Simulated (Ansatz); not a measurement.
## Si, space group I4_1/amd: a check of PAW against all-electron LAPW, step by step

With Ansatz's Python interface.

Notebook, run cell by cell (the value of a cell's last expression is shown):

```python
import ansatz as az
import numpy as np
from tabulate import tabulate

SETTINGS = {
    "k_spacing": 0.24,
    "functional": "LDA",
    "filling": "fermi_dirac",
    "sigma": 0.05,
}
```

```python
def count_gap(report):
    # lowest empty less highest filled band, counting bands; zero where they overlap
    return max(report.get("gap_by_band_count_ev") or 0.0, 0.0)

xtal = (
    az.Lattice.of([-2.3713723, 2.3713723, 1.32926539], [2.3713723, -2.3713723, 1.32926539], [2.3713723, 2.3713723, -1.32926539])
    .atom("Si", [0.25, 0.75, 0.5])
    .atom("Si", [0.5, 0.5, 0.0])
)
```

```python
calculation = (
    xtal.calculation()
    .kpoints(spacing=SETTINGS["k_spacing"])
    .functional(SETTINGS["functional"])
    .occupations(SETTINGS["filling"], width=SETTINGS["sigma"])  # fractional filling near the Fermi level
    .stress()  # GPa
    .forces()  # minus the gradient of the free energy
    .band_table()  # levels at the mesh points
)
variants = {
    "PAW": calculation.pseudopotentials("paw"),
    "LAPW": calculation.pseudopotentials("all_electron", lapw=True),
}
# totals differ by the cores that each treatment holds, so compare what does not depend on them
rows = []
for label, variant in variants.items():
    report = variant.run(threads=1, backend="cpu").report
    levels = np.array(report["eigenvalues_ev"][0]) - report["fermi_energy_ev"]
    print(label, "levels at the first k-point near E_F:", np.round(levels[np.abs(levels) < 5], 3))
    rows.append((label, report["n_electrons"], np.trace(report["stress_gpa"]) / 3, count_gap(report)))
print(tabulate(rows, headers=["treatment", "electrons in bands", "P GPa", "gap by band count eV"], floatfmt=".4f", tablefmt="github"))
```

    DeckWarning: basis.ecutwfc = 420 eV, auto-derived from the records' recommended cutoffs: set by Si (normal level)
    PAW levels at the first k-point near E_F: [-2.479 -2.479 -1.849  1.538]
    LAPW levels at the first k-point near E_F: [-2.48  -2.48  -1.848  1.542]
    | treatment   |   electrons in bands |   P GPa |   gap by band count eV |
    |-------------|----------------------|---------|------------------------|
    | PAW         |               8.0000 | -0.7225 |                 0.0000 |
    | LAPW        |              24.0000 | -0.7336 |                 0.0000 |

PAW gives -0.723 GPa and LAPW -0.734 GPa, 0.011 GPa apart. They took 1.8 and 11.7 s of processor time.

What to keep in mind:
- The computed bands are complete only to about 2.9 eV above the Fermi level.
- A gap by band count of zero or less means overlapping bands, a metal.
- This isn't the structure that Si takes at ambient conditions.
- Levels are Kohn-Sham eigenvalues on this mesh.
- Warnings are shown shortened and without file and line.
- Pressure is positive in compression; the treatments may keep other shells as core, so totals and counts of electrons can differ.
- Wall time of the script: 14 s on 1 thread of Arm Neoverse V2, with other jobs on the host, peak memory 0.51 GiB.
